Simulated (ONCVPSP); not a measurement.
**An ONCV potential for iron, from input to tests**

Task: generate the file, and judge it by its errors in other configurations, its logarithmic derivatives, its ghosts and its cutoff.

Program: ONCVPSP 4.0.1. Reference atom: PBE, scalar-relativistic, spherical and spin-unpolarised. All values are calculated.

## 1. The design

The settings as typed:

- element: iron (Fe, Z = 26)
- type: optimised norm-conserving Vanderbilt (ONCV)
- frozen core: [Ar]
- valence charge: 8
- reference configuration: 3d6 4s2
- partial waves: 4s: rc 1.95 bohr, ncon 3, nbas 6, qcut 2.7 1/bohr, 2 projectors, debl 3.9 Ha; p scattering state at 0.04 Ha: rc 1.75 bohr, ncon 4, nbas 7, qcut 4.9 1/bohr, 2 projectors, debl 3.3 Ha; 3d: rc 1.75 bohr, ncon 4, nbas 8, qcut 8.2 1/bohr, local
- local potential: the d channel
- core correction: Teter function, fcfact 3.25, rcfact 1.2

The outer shells as boxes (Hund's rule for the drawing; the calculation is spin-unpolarised):

```
[Ar] core
3d [↑↓][↑ ][↑ ][↑ ][↑ ]
4s [↑↓]
```

The nodes and maxima of the atom's own shells, from an earlier all-electron run, set the scale for the radii.

All-electron outer shells of the reference configuration (PBE, scalar-relativistic, ld1.x):

```tsv
shell	level (eV)	outermost node (bohr)	outermost maximum (bohr)
3p	-60.04	0.30	0.72
3d	-7.50	–	0.71
4s	-5.29	1.00	2.41
4p	-1.33	1.10	3.33
```

## 2. Generating the potential

Input file Fe.dat:

```
# ATOM AND REFERENCE CONFIGURATION
# atsym  z   nc   nv     iexc    psfile
  Fe 26.00    5    2        4      upf
#
#   n    l    f
    1    0    2.00
    2    0    2.00
    2    1    6.00
    3    0    2.00
    3    1    6.00
    3    2    6.00
    4    0    2.00
#
# PSEUDOPOTENTIAL AND OPTIMIZATION
# lmax
    2
#
#   l,   rc,      ep,       ncon, nbas, qcut
    0    1.95    0.00    3    6    2.70
    1    1.75    0.04    4    7    4.90
    2    1.75    0.00    4    8    8.20
#
# LOCAL POTENTIAL
# lloc, lpopt,  rc(5),   dvloc0
    2    5    1.75    0.00
#
# VANDERBILT-KLEINMAN-BYLANDER PROJECTORs
# l, nproj, debl
    0    2    3.90
    1    2    3.30
    2    0    2.30
#
# MODEL CORE CHARGE
# icmod, fcfact, rcfact
    3    3.25    1.20
#
# LOG DERIVATIVE ANALYSIS
# epsh1, epsh2, depsh
   -2.00    5.00    0.02
#
# OUTPUT GRID
# rlmax, drl
    6.00    0.01
#
# TEST CONFIGURATIONS
# ncnf
    4
# nvcnf
#   n    l    f
    2
    3    2    6.00
    4    0    1.00
#
    2
    3    2    6.00
    4    0    0.00
#
    2
    3    2    5.00
    4    0    0.00
#
    3
    3    2    6.00
    4    0    1.00
    4    1    1.00
#
```

Started as:

```bash
$ oncvpsp.x < Fe.dat > Fe.out
```

Q: Predict the outcome of this session. Wanted: cutoffs for 1 and 0.1 mHa per electron, occupied waves; bound ghosts; GHOST(+) flags; largest test error; largest phase difference near zero energy, channels read; rms error of d²Exc/dn², without and with the model core.

As calculated:

| quantity | value |
| --- | --- |
| cutoffs for 1 and 0.1 mHa per electron, occupied waves | 29 Ha and 33 Ha |
| bound ghosts | s at -7.19 eV, p at -60.94 eV |
| GHOST(+) flags | p at 108 eV |
| largest test error (AE − PS) | +70 meV, for 3d6 4s0 |
| largest phase difference near zero energy, channels read | 3.129 rad |
| rms error of d²Exc/dn², without and with the model core | 10.58 and 5.96 mHa |

What this shows: A bound ghost (s, p) makes it unfit for use: electrons can fall into a state that the atom doesn't have. Close by lies the frozen 3p level (-60.0 eV). By total energies transferability is fair: the largest error is 70 meV on 24.9 eV, for 3d6 4s0. It counts as of middling hardness, with 29 Ha needed at the looser tolerance. At the looser tolerance the 3d wave is the slowest; 4s needs 4 Ha. That counts occupied waves only; other projectors can need more. Near zero energy the largest phase difference among the channels read is 3.13 rad, in the s channel. A step near π is an extra or missing state, not a misfit of shape. The pseudo curves have a pole with no partner nearby in the atom's: s at -0.27 Ha. The program also flags highly localised states, GHOST(+) (p).
